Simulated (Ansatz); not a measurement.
# HfRu: how the settings move a single-point run

Question: which choices in the input matter for HfRu?

Program: Ansatz 0.2.0. Level of theory: reference: DFT, LDA, PAW with Ansatz's default frozen-core files, scalar-relativistic; levels and slopes on a fine mesh, independent-particle optical spectra. These are calculated values, not measurements.

1 further run of the same task is left out (it didn't finish). Runs told in other sessions of the task aren't counted.

## Step 1: Starting point

It takes space group Pm-3m (No. 221, cubic). The conventional cell has a = 3.182 Å, b = 3.182 Å, c = 3.182 Å, α = 90.00°, β = 90.00°, γ = 90.00°. Around Hf (site symmetry m-3m) lie 8 Ru at 2.76 Å. Ru (site symmetry m-3m) has 8 Hf at 2.76 Å in its first shell of neighbours.

Structure file:

```xyz
2
Lattice="3.1821 0.0000 0.0000 0.0000 3.1821 0.0000 0.0000 0.0000 3.1821" Properties=species:S:1:pos:R:3 pbc="T T T"
Hf    0.0000    0.0000    0.0000
Ru    1.5910    1.5910    1.5910
```

## Step 2: Baseline

input.yaml

```yaml
crystal:
  lattice:
    - [3.1820854844, 0.0, 0.0]
    - [0.0, 3.1820854844, 0.0]
    - [0.0, 0.0, 3.1820854844]
  atoms:
    - { symbol: Hf, position: [0.0, 0.0, 0.0] }
    - { symbol: Ru, position: [0.5, 0.5, 0.5] }
kpoints:
  mp_grid: { grid: [12, 12, 12] }
scf:
  occupations: { method: fermi_dirac, width: 0.1 }
hamiltonian:
  xc: lda
  pseudopotentials: { kind: paw }
output:
  forces: true
  stress: true
  eigenvalues: true
  eigenstates:
    nscf_kmesh: { grid: [16, 16, 16] }
    de_dk: true
    e_range: [-14, 14]
  optics:
    e_range: [0, 25]
    de: 0.2
    sigma: 0.2
    bands: { spectra_wanted_up_to: 25 }
    nscf_kmesh: { grid: [16, 16, 16] }
    drude_damping: 0.1
checkpoint:
  write: ck
  write_wavefunctions: false
```

Launch:

```sh
> ansatz run input.yaml --threads 1 --pin off --max-ram 3072MiB --backend cpu --events-out ev --progress --plain --runs-dir out
```

## Step 3: Changing settings: mp_grid.grid [18, 18, 18], eigensolver.kind davidson, xc_grid 2

input.yaml, as its differences from that of step 2:

```diff
@@ -9,5 +9,6 @@
 kpoints:
-  mp_grid: { grid: [12, 12, 12] }
+  mp_grid: { grid: [18, 18, 18] }
 scf:
   occupations: { method: fermi_dirac, width: 0.1 }
+  eigensolver: { kind: davidson }
 hamiltonian:
@@ -33 +34,3 @@
   write_wavefunctions: false
+basis:
+  xc_grid: 2
```

What does the calculation give? Wanted: for each run, ending; energy change; pressure; gap; force.

**Answer**, as computed:

| run | ending | energy change | pressure (GPa) | gap (eV) | force (eV/Å) | cycles | time |
| --- | --- | --- | --- | --- | --- | --- | --- |
| reference | converged | 0 | 0.0 | 0.00 | 0.00 | - | 98 s |
| 1: mp_grid.grid [18, 18, 18], eigensolver.kind davidson, xc_grid 2 | converged | +0.2 meV/atom | 0.0 | 0.00 | 0.00 | 11 | 1.8 min |

Residual by cycle in the longest SCF loop of each run; runs are numbered as in the table. The quantity is the density residual dr2, in eV.

| cycle | reference | run 1 |
| --- | --- | --- |
| 1 | 0.194 | 0.191 |
| 2 | 0.0561 | 0.0578 |
| 3 | 0.00277 | 0.00169 |
| 4 | 5.5e-4 | 2.4e-4 |
| 5 | 1.1e-5 | 3.2e-5 |
| 6 | 5.3e-7 | 5.3e-7 |
| 7 | 2.1e-8 | 3.1e-8 |
| 8 | 1.2e-9 | 1.2e-9 |
| 9 | 3.9e-11 | 7.4e-11 |
| 10 | 1.3e-11 | 1.2e-11 |
| 11 | 1.4e-12 | 4.7e-13 |

What this shows: Changing the k-point mesh, solver and numerical grids hardly moves the energy: +0.2 meV/atom.
